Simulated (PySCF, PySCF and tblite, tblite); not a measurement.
**C5H7FO: conformers and averaged spectra**

Aim: find the conformers of C5H7FO (`F[C@H]1C[C@@H]2O[C@@H]2C1`), weigh them, and average their properties.

Computed with tblite 0.8.0 (tight binding) and PySCF 2.14.0 (DFT, with response routines of our own); each step states its level. Atoms count from 0 throughout.

## 1. The starting structure

14 atoms, charge 0, multiplicity 1; geometry from: MMFF94s geometry.

Bonds of the start (Å): C1–C2 1.53, C1–C6 1.53, C1–H7 1.11, C2–C3 1.51, C2–H8 1.09, C2–H9 1.10, C3–C5 1.50, C3–H10 1.07, C3–O4 1.44, C5–C6 1.50, C5–H11 1.07, C6–H12 1.11, C6–H13 1.09, F0–C1 1.36, O4–C5 1.44.

## 2. GFN2-xTB relaxation, conformer 1

Job settings and geometry (Å):

```
{"job": {"xc": "GFN2-xTB", "basis": "xTB", "kind": "relax"}, "charge": 0, "multiplicity": 1}
F      1.602400    -0.236000    -1.286700
C      1.002000    -0.593200    -0.117600
C      0.809200     0.661600     0.737900
C     -0.531200     1.190000     0.271400
O     -1.673400     0.548900     0.872100
C     -1.260700     0.083600    -0.424100
C     -0.391500    -1.136800    -0.421900
H      1.665600    -1.328600     0.373500
H      1.597700     1.393700     0.555800
H      0.760000     0.422800     1.806600
H     -0.583200     2.197900    -0.072400
H     -1.853900     0.273500    -1.297000
H     -0.731600    -1.831900     0.370800
H     -0.412100    -1.645800    -1.390600
```

Command:

```console
$ OMP_NUM_THREADS=1 python ens_run.py task.json out
```

The driver reads the study from task.json and runs its stages one after another.

Log:

```text
step      E/eV     max force
  0    -627.31210    2.175
  1    -627.40303    1.017
  2    -627.42423    0.422
  3    -627.44383    0.377
  4    -627.45904    0.337
  5    -627.46452    0.181
  6    -627.46695    0.114
  7    -627.46888    0.133
  8    -627.47068    0.119
  9    -627.47222    0.119
 10    -627.47364    0.099
 11    -627.47494    0.108
 12    -627.47594    0.087
 13    -627.47655    0.061
 14    -627.47696    0.056
 15    -627.47735    0.058
 16    -627.47781    0.060
 17    -627.47831    0.061
 18    -627.47887    0.078
 19    -627.47955    0.082
 20    -627.48040    0.087
 21    -627.48141    0.077
 22    -627.48252    0.082
 23    -627.48367    0.082
 24    -627.48484    0.092
 25    -627.48589    0.088
 26    -627.48684    0.101
 27    -627.48789    0.131
 28    -627.48914    0.160
 29    -627.49070    0.169
 30    -627.49253    0.141
 31    -627.49432    0.090
 32    -627.49589    0.067
 33    -627.49716    0.057
 34    -627.49812    0.063
 35    -627.49876    0.066
 36    -627.48416    0.534
 37    -627.49914    0.049
 38    -627.49938    0.049
 39    -627.49376    0.410
 40    -627.50021    0.044
 41    -627.50093    0.055
 42    -627.49009    0.322
 43    -627.50098    0.074
 44    -627.50230    0.106
 45    -627.49400    0.595
 46    -627.50437    0.082
 47    -627.50586    0.081
 48    -627.50151    0.533
 49    -627.50929    0.085
 50    -627.51168    0.111
 51    -627.50771    0.558
 52    -627.51630    0.124
 53    -627.51911    0.144
 54    -627.51583    0.551
 55    -627.52526    0.133
 56    -627.52830    0.137
 57    -627.52566    0.492
 58    -627.53461    0.077
 59    -627.53678    0.078
 60    -627.53803    0.152
 61    -627.53960    0.072
 62    -627.53988    0.029
 63    -627.53988    0.029
 64    -627.53993    0.020
 65    -627.54000    0.016
 66    -627.54004    0.020
 67    -627.54009    0.020
 68    -627.54013    0.017
 69    -627.54017    0.020
 70    -627.54019    0.014
 71    -627.54021    0.012
 72    -627.54022    0.008
 73    -627.54023    0.010
 74    -627.54024    0.012
 75    -627.54025    0.010
 76    -627.54027    0.009
 77    -627.54027    0.006
 78    -627.54028    0.005
 79    -627.54028    0.006
 80    -627.54029    0.007
 81    -627.54029    0.007
 82    -627.54030    0.006
 83    -627.54030    0.006
 84    -627.54031    0.007
 85    -627.54031    0.005
 86    -627.54032    0.005
 87    -627.54032    0.005
 88    -627.54033    0.005
 89    -627.54033    0.005
 90    -627.54033    0.004
 91    -627.54034    0.006
 92    -627.54034    0.006
 93    -627.54034    0.006
 94    -627.54035    0.007
 95    -627.54035    0.007
 96    -627.54036    0.007
 97    -627.54037    0.008
 98    -627.54038    0.006
 99    -627.54038    0.006
100    -627.54038    0.004
101    -627.54039    0.004
102    -627.54039    0.003
```

Run time: 0.5 s. Hardware: 1 thread of Arm Neoverse V1, shared host.

Gain 0.228 eV; displacement 0.69 Å root mean square.

## 3. Shieldings, conformer 1: PBE0/pcSseg-1

Job settings and geometry (Å):

```
{"job": {"xc": "PBE0", "basis": "pcSseg-1", "kind": "nmr", "pop": true}, "charge": 0, "multiplicity": 1}
F      2.070970    -1.022245    -0.543352
C      0.924172    -0.706295     0.149664
C      0.877390     0.798606     0.465989
C     -0.595033     1.136251     0.390716
O     -1.433156     0.254475     1.084533
C     -1.307267     0.057355    -0.296403
C     -0.324069    -1.021653    -0.692758
H      0.947670    -1.304857     1.065724
H      1.421945     1.349908    -0.302038
H      1.310047     1.023251     1.439412
H     -0.909182     2.171526     0.357179
H     -2.199953     0.216602    -0.887601
H     -0.702061    -2.024432    -0.500576
H     -0.082151    -0.928966    -1.752655
```

Log:

```text
coarse grid: 11944 points
cycle   1  E = -369.1830681557  dE =  1.210e+00  |g| = 6.863e-01  |ddm| = 3.334e+00
cycle   2  E = -369.0885699279  dE =  9.450e-02  |g| = 1.029e+00  |ddm| = 1.363e+00
cycle   3  E = -369.2661439236  dE = -1.776e-01  |g| = 1.087e-01  |ddm| = 9.034e-01
cycle   4  E = -369.2681986995  dE = -2.055e-03  |g| = 4.342e-02  |ddm| = 1.056e-01
cycle   5  E = -369.2685512419  dE = -3.525e-04  |g| = 8.422e-03  |ddm| = 3.636e-02
cycle   6  E = -369.2685595213  dE = -8.279e-06  |g| = 4.331e-03  |ddm| = 8.664e-03
cycle   7  E = -369.2685629737  dE = -3.452e-06  |g| = 1.604e-04  |ddm| = 3.223e-03
final grid: 116456 points
cycle   8  E = -369.3285063507  dE = -3.849e-05  |g| = 1.135e-02  |ddm| = 3.243e-02
cycle   9  E = -369.3284709623  dE =  3.539e-05  |g| = 1.811e-02  |ddm| = 2.046e-02
cycle  10  E = -369.3285311179  dE = -6.016e-05  |g| = 1.310e-03  |ddm| = 1.293e-02
cycle  11  E = -369.3285314713  dE = -3.534e-07  |g| = 2.792e-04  |ddm| = 1.362e-03
cycle  12  E = -369.3285314836  dE = -1.229e-08  |g| = 1.255e-04  |ddm| = 3.071e-04
cycle  13  E = -369.3285314858  dE = -2.176e-09  |g| = 2.656e-05  |ddm| = 9.316e-05
cycle  14  E = -369.3285314859  dE = -1.183e-10  |g| = 3.094e-06  |ddm| = 2.647e-05
converged SCF energy = -369.3285314859

GIAO shielding tensors (ppm)
atom      isotropic    diamagn.    paramagn.     s11        s22        s33       span
  0 F      387.133     470.430     -83.296    372.929    391.549    396.922     23.993
  1 C       92.536     241.968    -149.432     51.321     78.804    147.483     96.162
  2 C      148.608     246.803     -98.195    122.762    153.240    169.821     47.058
  3 C      134.362     250.882    -116.521     89.151    130.245    183.688     94.537
  4 O      308.996     398.194     -89.198    161.921    366.864    398.205    236.284
  5 C      134.358     250.898    -116.539     89.139    130.231    183.705     94.567
  6 C      148.593     246.800     -98.207    122.744    153.224    169.812     47.068
  7 H       26.610      29.015      -2.405     23.223     26.980     29.629      6.406
  8 H       30.020      29.547       0.473     26.459     27.837     35.763      9.304
  9 H       29.120      28.823       0.298     25.709     27.146     34.507      8.798
 10 H       28.601      30.267      -1.666     22.249     26.043     37.512     15.264
 11 H       28.600      30.266      -1.666     22.248     26.041     37.511     15.264
 12 H       29.118      28.818       0.300     25.707     27.144     34.504      8.797
 13 H       30.018      29.544       0.474     26.457     27.835     35.762      9.305
```

Run time: 21 s. Hardware: 1 thread of Arm Neoverse V1, shared host.

This run: HOMO -7.87 eV, LUMO 1.56 eV; dipole 1.40 D.

The fields below are evaluated on a grid from the run's orbitals.

Frontier orbitals at PBE0/pcSseg-1, with the share of their density that lies nearest to each atom:

| orbital | energy (eV) | lies on |
| --- | --- | --- |
| HOMO | -7.87 | O4 58 %; 4 C atoms about 6 % each |
| LUMO | 1.56 | H10, H11 about 19 % each; H8, H13 about 13 % each |

ELF in a plane through or near 6 of the atoms.

Ten even steps from '0' (0.00) to '9' (0.99):
```
0000000000000000000000000000
0000000000000000000000000000
0000000000000000000000000000
0000000000000011100000000000
0000000000000156420000000000
0000007997101478640000000000
0000049999634556630000000000
0000049999549783640023100000
0000004687428857962366420000
0000000025565248626788630000
0000000025565247536788630000
0000004787648857962366420000
0000049999549764540023100000
0000049999634556630000000000
0000007997101478640000000000
0000000000000156420000000000
0000000000000012100000000000
0000000000000000000000000000
0000000000000000000000000000
0000000000000000000000000000
```
The map spans 9.8 Å across and 9.3 Å up, centred on the molecule. Atoms in the plane (x, y in Å): C2 (0.3, 1.2), C3 (-1.1, 0.7), C5 (-1.1, -0.7), C6 (0.3, -1.2), H10 (-1.9, 1.3), H11 (-1.9, -1.3).

On the surface of density 0.002 e/bohr³ the electrostatic potential runs, from the 1st to the 99th percentile, from -1.35 V near O4 to 0.98 V near H11.

## 4. Couplings, conformer 1: B3LYP/pcJ-1+6-31G*

The job, as its differences from that of step 3:

```diff
@@ -1,2 +1,2 @@
-{"job": {"xc": "PBE0", "basis": "pcSseg-1", "kind": "nmr", "pop": true}, "charge": 0, "multiplicity": 1}
+{"job": {"xc": "B3LYP", "basis": {"default": "6-31G*", "H": "pcJ-1", "F": "pcJ-1"}, "nuclei": ["H", "F", "P", "Si", "B"], "kind": "j"}, "charge": 0, "multiplicity": 1}
 F      2.070970    -1.022245    -0.543352
```

Log:

```text
coarse grid: 11944 points
cycle   1  E = -369.7089142069  dE =  1.157e+00  |g| = 7.501e-01  |ddm| = 3.346e+00
cycle   2  E = -369.5625695405  dE =  1.463e-01  |g| = 1.192e+00  |ddm| = 1.553e+00
cycle   3  E = -369.8100498138  dE = -2.475e-01  |g| = 1.353e-01  |ddm| = 1.063e+00
cycle   4  E = -369.8135187231  dE = -3.469e-03  |g| = 5.134e-02  |ddm| = 1.456e-01
cycle   5  E = -369.8140232331  dE = -5.045e-04  |g| = 1.029e-02  |ddm| = 4.248e-02
cycle   6  E = -369.8140356542  dE = -1.242e-05  |g| = 5.283e-03  |ddm| = 1.016e-02
cycle   7  E = -369.8140407951  dE = -5.141e-06  |g| = 2.528e-04  |ddm| = 4.140e-03
final grid: 116456 points
cycle   8  E = -369.7755649263  dE = -7.229e-05  |g| = 7.306e-03  |ddm| = 2.742e-02
cycle   9  E = -369.7755530998  dE =  1.183e-05  |g| = 1.095e-02  |ddm| = 1.410e-02
cycle  10  E = -369.7755762310  dE = -2.313e-05  |g| = 1.044e-03  |ddm| = 8.302e-03
cycle  11  E = -369.7755764155  dE = -1.845e-07  |g| = 3.176e-04  |ddm| = 1.103e-03
cycle  12  E = -369.7755764318  dE = -1.634e-08  |g| = 1.338e-04  |ddm| = 3.390e-04
cycle  13  E = -369.7755764348  dE = -2.994e-09  |g| = 2.700e-05  |ddm| = 1.075e-04
cycle  14  E = -369.7755764350  dE = -1.299e-10  |g| = 2.228e-06  |ddm| = 2.543e-05
converged SCF energy = -369.7755764350

Indirect spin-spin couplings (Hz)
  i      j    bonds     total        FC       PSO       DSO        SD
  0 F    7 H    2     60.843    56.717     8.629    -0.832    -3.672
  0 F    8 H    3     26.839    26.345     0.629     0.500    -0.634
  0 F    9 H    3      1.091     0.567     1.546    -0.833    -0.188
  0 F   10 H    4      2.956     3.313     1.016    -1.376     0.003
  0 F   11 H    4      2.956     3.313     1.016    -1.376     0.003
  0 F   12 H    3      1.098     0.575     1.545    -0.834    -0.188
  0 F   13 H    3     26.846    26.352     0.628     0.499    -0.634
  7 H    8 H    3      6.115     6.932     1.609    -2.426         -
  7 H    9 H    3      8.523     8.304    -0.419     0.638         -
  7 H   10 H    4     -0.407     0.189     1.307    -1.903         -
  7 H   11 H    4     -0.406     0.190     1.307    -1.903         -
  7 H   12 H    3      8.523     8.304    -0.419     0.638         -
  7 H   13 H    3      6.114     6.931     1.609    -2.426         -
  8 H    9 H    2    -14.356   -14.071     1.734    -2.019         -
  8 H   10 H    3      1.829     1.872     0.182    -0.225         -
  8 H   11 H    4     -0.592    -0.145     0.871    -1.318         -
  8 H   12 H    4     -0.948    -0.346     1.347    -1.949         -
  9 H   10 H    3      0.322     0.593     0.655    -0.925         -
  9 H   11 H    4     -0.578     0.116     1.492    -2.186         -
  9 H   12 H    4     -0.882    -0.357     1.177    -1.702         -
  9 H   13 H    4     -0.947    -0.345     1.347    -1.949         -
 10 H   11 H    3      2.512     2.707     0.451    -0.646         -
 10 H   12 H    4     -0.579     0.115     1.492    -2.186         -
 10 H   13 H    4     -0.592    -0.145     0.871    -1.319         -
 11 H   12 H    3      0.321     0.591     0.655    -0.925         -
 11 H   13 H    3      1.828     1.871     0.182    -0.225         -
 12 H   13 H    2    -14.362   -14.077     1.733    -2.018         -
```

It took 21 s on 1 thread of Arm Neoverse V1, shared host.

Key values: HOMO -7.36 eV, LUMO 1.44 eV; dipole 1.41 D.

[end of part 1 of 2]
